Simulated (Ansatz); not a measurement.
# Sn4SeS3: the cost of one run

Program: Ansatz 0.2.0. Level of theory: DFT PBE, scalar-relativistic, plane waves, PAW. These are calculated values, not measurements.

1 further run of the same task is left out (set aside as unsound or not needed). Runs told in other sessions of the task aren't counted.

### Step 1. The starting structure

The structure is triclinic, space group P1 (No. 1). The conventional cell has a = 6.014 Å, b = 6.018 Å, c = 6.266 Å, α = 103.51°, β = 103.69°, γ = 90.84°. Around Sn (site symmetry 1) lie 2 S at 2.71 to 2.76 Å and 1 Se at 2.74 Å. Sn (site symmetry 1) has 3 S at 2.63 to 2.71 Å in its first shell of neighbours. Sn (site symmetry 1) is surrounded by 2 S at 2.60 to 2.71 Å and 2 Se at 2.92 to 3.13 Å. Sn (site symmetry 1) has 2 S at 2.64 to 2.71 Å and 1 Se at 2.87 Å in its first shell of neighbours. Se (site symmetry 1) is surrounded by 5 Sn at 2.74 to 3.17 Å. Around S (site symmetry 1) lie 3 Sn at 2.63 to 2.71 Å. Around S (site symmetry 1) lie 3 Sn at 2.60 to 2.76 Å. S (site symmetry 1) has 3 Sn at 2.64 to 2.71 Å in its first shell of neighbours.

As a file:

```cif
data_structure
_symmetry_space_group_name_H-M 'P1'
_symmetry_Int_Tables_number 1
_cell_length_a 6.0138
_cell_length_b 6.0183
_cell_length_c 6.2657
_cell_angle_alpha 103.511
_cell_angle_beta 103.688
_cell_angle_gamma 90.844
_cell_volume 213.65
loop_
_atom_site_label
_atom_site_type_symbol
_atom_site_symmetry_multiplicity
_atom_site_Wyckoff_symbol
_atom_site_fract_x
_atom_site_fract_y
_atom_site_fract_z
_atom_site_occupancy
Sn1 Sn 1 a 0.78061 0.78800 0.49537 1
Sn2 Sn 1 a 0.28683 0.34055 0.50857 1
Sn3 Sn 1 a 0.90907 0.43102 0.98732 1
Sn4 Sn 1 a 0.43085 0.96200 0.99905 1
Se1 Se 1 a 0.94468 0.94083 0.95538 1
S1 S 1 a 0.45020 0.39506 0.94696 1
S2 S 1 a 0.84779 0.34908 0.54963 1
S3 S 1 a 0.34997 0.79346 0.55774 1
```

The cell was relaxed beforehand at this level, from a generated guess; it needn't be the stable form of this composition. At a tolerance of 0.02 Å it has space group P1 (No. 1); it has 26.71 Å³/atom, an uncorrected energy of -0.44 eV/atom over the elements.

### Step 2. Bands, states and charges

File input.yaml:

```yaml
crystal:
  lattice:
    - [6.01821613, 0.014123916, 0.0172511583]
    - [-0.1026975258, 6.0129261898, 0.0158225484]
    - [-1.477161246, -1.5236147559, 5.8953989037]
  atoms:
    - { symbol: Sn, position: [0.2119996179, 0.2193866417, 0.5046324393] }
    - { symbol: Sn, position: [0.6594546326, 0.7131731474, 0.4914341766] }
    - { symbol: Sn, position: [0.5689825883, 0.090929314, 0.0126792157] }
    - { symbol: Sn, position: [0.0379959907, 0.5691466949, 0.0009512974] }
    - { symbol: Se, position: [0.0591686419, 0.0553234521, 0.0446243418] }
    - { symbol: S, position: [0.6049370772, 0.5497970322, 0.0530440148] }
    - { symbol: S, position: [0.6509224286, 0.1522121074, 0.4503724469] }
    - { symbol: S, position: [0.2065390228, 0.6500316103, 0.4422620674] }
basis:
  ecutwfc: 420
kpoints:
  mp_grid: { grid: [6, 6, 6] }
  band_path:
    path:
      - [[0.0, 0.0, 0.0], [0.5, 0.0, 0.0]]
      - [[0.0, 0.5, 0.0], [0.0, 0.0, 0.0], [0.0, 0.0, 0.5]]
      - [[-0.5, -0.5, 0.5], [0.0, 0.0, 0.0], [0.0, -0.5, 0.5]]
      - [[-0.5, 0.0, 0.5], [0.0, 0.0, 0.0], [0.5, -0.5, 0.0]]
    npoints: 14
hamiltonian:
  xc: pbe
scf:
  occupations: { method: gaussian, width: 0.02 }
  n_extra_bands: 20
output:
  forces: true
  stress: true
  eigenvalues: true
  populations: true
  dos: { projected: true, de: 0.02, nscf_kmesh: { grid: [9, 9, 9] } }
  bader: true
  write_density: true
  write_potential: true
  elf: true
  volumetric_format: npy
```

Launch:

```bash
ansatz run input.yaml --threads 4 --pin off --max-ram 8192MiB --backend cpu --events-out ev --progress --plain --runs-dir out
```

**Question.** How long does this run take on 4 threads of Arm Neoverse V2, shared host, and how much memory does it need?

About 3.5 min, with a peak of 2.9 GiB.
